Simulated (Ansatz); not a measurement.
CH₆GeOS, SMILES C[S][GeH2][OH], harmonic frequencies at the relaxed geometry

Program: the Python package of Ansatz (0.2.0).

Interactive session:
```pycon
>>> import ansatz as az
>>> import numpy as np
>>> molecule = (
...     az.Crystal.molecule()
...     .atom("C", (-1.1729, 1.0765, -0.5534))
...     .atom("S", (-1.5719, -0.5877, -0.0419))
...     .atom("Ge", (0.4809, -0.9456, 0.6439))
...     .atom("O", (1.7104, -0.8458, -0.7357))
...     .atom("H", (-0.4409, 1.1201, -1.374))
...     .atom("H", (-0.883, 1.7419, 0.3006))
...     .atom("H", (-2.1232, 1.572, -0.9697))
...     .atom("H", (0.6415, -2.3377, 1.2938))
...     .atom("H", (0.9061, 0.1413, 1.7507))
...     .atom("H", (2.536, -0.9862, -0.3113))
... )
>>> calculation = molecule.calculation()
>>> calculation = calculation.basis(gaussian="def2-SVP")
>>> calculation = calculation.functional("pbe0").accuracy("medium")
>>> symbols = [site.symbol for site in molecule.cartesian_sites]
>>> start = np.array([site.position_ang for site in molecule.cartesian_sites], dtype=float)
>>> def progress(event):
...     if event["event"] == "relax_step":
...         row = event["data"]
...         print(f"step {row['step']:3d}  E = {row['lagrangian_ev']:.6f} eV  max force {row['allowed_force_max_ev_ang']:.4f} eV/A")
...
>>> rep = calculation.relax(force_tolerance=0.003).session().plan().execute(on_event=progress).report
step   1  E = -70508.816421 eV  max force 2.4332 eV/A
step   2  E = -70508.971319 eV  max force 1.1259 eV/A
step   3  E = -70509.067579 eV  max force 0.8330 eV/A
step   4  E = -70509.096291 eV  max force 0.5929 eV/A
step   5  E = -70509.098646 eV  max force 0.4613 eV/A
step   6  E = -70509.102529 eV  max force 0.5509 eV/A
step   7  E = -70509.109294 eV  max force 0.3253 eV/A
step   8  E = -70509.111419 eV  max force 0.2500 eV/A
step   9  E = -70509.113586 eV  max force 0.0767 eV/A
step  10  E = -70509.115747 eV  max force 0.0888 eV/A
[... 47 cycles left out ...]
step  58  E = -70509.131471 eV  max force 0.0606 eV/A
step  59  E = -70509.131580 eV  max force 0.0168 eV/A
step  60  E = -70509.131582 eV  max force 0.0134 eV/A
step  61  E = -70509.131603 eV  max force 0.0216 eV/A
step  62  E = -70509.131673 eV  max force 0.0068 eV/A
step  63  E = -70509.131697 eV  max force 0.0072 eV/A
step  64  E = -70509.131704 eV  max force 0.0043 eV/A
step  65  E = -70509.131707 eV  max force 0.0098 eV/A
step  66  E = -70509.131713 eV  max force 0.0043 eV/A
step  67  E = -70509.131714 eV  max force 0.0025 eV/A
>>> end = np.array(rep["positions_ang"])
>>> print("final positions (A) and the move of each atom")
final positions (A) and the move of each atom
>>> for symbol, xyz, old in zip(symbols, end, start):
...     print(f"{symbol:2s} {xyz[0]:10.5f} {xyz[1]:10.5f} {xyz[2]:10.5f}   {np.linalg.norm(xyz - old):7.4f}")
...
C    -1.16311    1.17536   -0.55548    0.0994
S    -1.27841   -0.63193   -0.35173    0.4291
Ge    0.59475   -1.05037    0.76361    0.1956
O     2.00308   -1.34263   -0.28696    0.7307
H    -0.40543    1.45769   -1.29999    0.3474
H    -0.95136    1.67847    0.39886    0.1355
H    -2.14453    1.51231   -0.91632    0.0829
H     0.41728   -2.37267    1.51268    0.3153
H     0.86462    0.16770    1.67369    0.0914
H     2.14610   -0.64513   -0.93537    0.8111
>>> # frequencies need a stationary point, so they are taken at the relaxed geometry
>>> minimum = az.Crystal.molecule()
>>> for symbol, xyz in zip(symbols, end):
...     minimum = minimum.atom(symbol, xyz.tolist())
...
>>> vibrating = (
...     minimum.calculation()
...     .basis(gaussian="def2-SVP")
...     .functional("pbe0")
...     .accuracy("medium")
...     .phonons(temperatures=(200, 600, 100))
... )
>>> vib = vibrating.run(threads=1, pin="off").report["vibrations"]
>>> sums = vib["harmonic_sums"]
>>> modes = [m["omega_inv_cm"] for m in sums["modes_at_gamma"] if m["rigid_motion"] == "no"]
>>> print("frequencies (1/cm):", " ".join(f"{w:.0f}" for w in modes))
frequencies (1/cm): 46 101 129 186 224 405 506 695 708 730 798 842 909 962 974 1335 1446 1455 2129 2211 3065 3176 3184 3909
>>> print("imaginary modes:", sum(w < 0 for w in modes), " zero-point energy:", round(sums["zero_point_energy_ev"], 4), "eV")
imaginary modes: 0  zero-point energy: 1.8674 eV
>>> print("T (K)   F_vib (eV)   S_vib (meV/K)   C_vib (meV/K)")
T (K)   F_vib (eV)   S_vib (meV/K)   C_vib (meV/K)
>>> for row in zip(sums["temperatures_k"], sums["vibrational_free_energy_ev"], vib["entropy_ev_per_k"], vib["heat_capacity_ev_per_k"]):
...     print(f"{row[0]:6.1f} {row[1]:11.4f} {1000 * row[2]:13.4f} {1000 * row[3]:15.4f}")
...
 200.0      1.8146        0.5589          0.5404
 300.0      1.7455        0.8207          0.7634
 400.0      1.6510        1.0674          0.9536
 500.0      1.5326        1.2970          1.1046
 600.0      1.3922        1.5095          1.2255
```

Notes:
- These settings explore the input space; basis and method may be short of convergence.
- The frequencies are harmonic and unscaled, in a modest basis. The result belongs to the one conformer reached from this start, and soft torsions count as harmonic oscillators.
- Run time: 11 min on 1 thread of Arm Neoverse V2, on a shared host, peak memory 0.33 GiB.

(Lines on the test bed's own set-up are left out of the output.)
